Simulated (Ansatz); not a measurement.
Crystal: MnPt2.

```
Pt Mn
1.0
     2.85840    0.00000    0.00000
    -1.42920    2.47545    0.00000
     0.00000    0.00000    6.53250
Pt Mn
2 1
Direct
  0.66667 0.33333 0.31621
  0.33333 0.66667 0.68379
  0.00000 0.00000 0.00000
```

The cell comes from a database or a generator and needn't be the stable form of this composition.

Base run:

```yaml
Program: Ansatz 0.2.0
Functional: PBEsol
Potentials_or_basis: Ansatz PAW
Cutoff: "420 eV (not typed: the program's choice for these potentials)"
k_mesh: 9 × 9 × 4
Occupations: fermi-dirac, width 0.05 eV
Spin: collinear spin, ferromagnetic start
Starting_moments: "[0.0, 0.0, 5.0] μB"
Fixed_moment: 5 μB
```

Its results: pressure -7.5 GPa; site moments Pt +0.47; Mn +3.82 μB; largest force 0.068 eV/Å.

The run is repeated on the same cell with these changes: fixed moment from 5 μB to 4 μB; moments at the start from [0.0, 0.0, 5.0] to [0.0, 0.0, 4.0]. What comes out?

Pressure -11.1 GPa; site moments Pt +0.16; Mn +3.53 μB; largest force 0.051 eV/Å.

Caveats: the total moment is fixed, so each spin has its own Fermi level; the PAW data sets come from PBE, with cores solved anew for the run's functional, which leaves a small shift of forces and pressure; the thresholds are loose for stress.
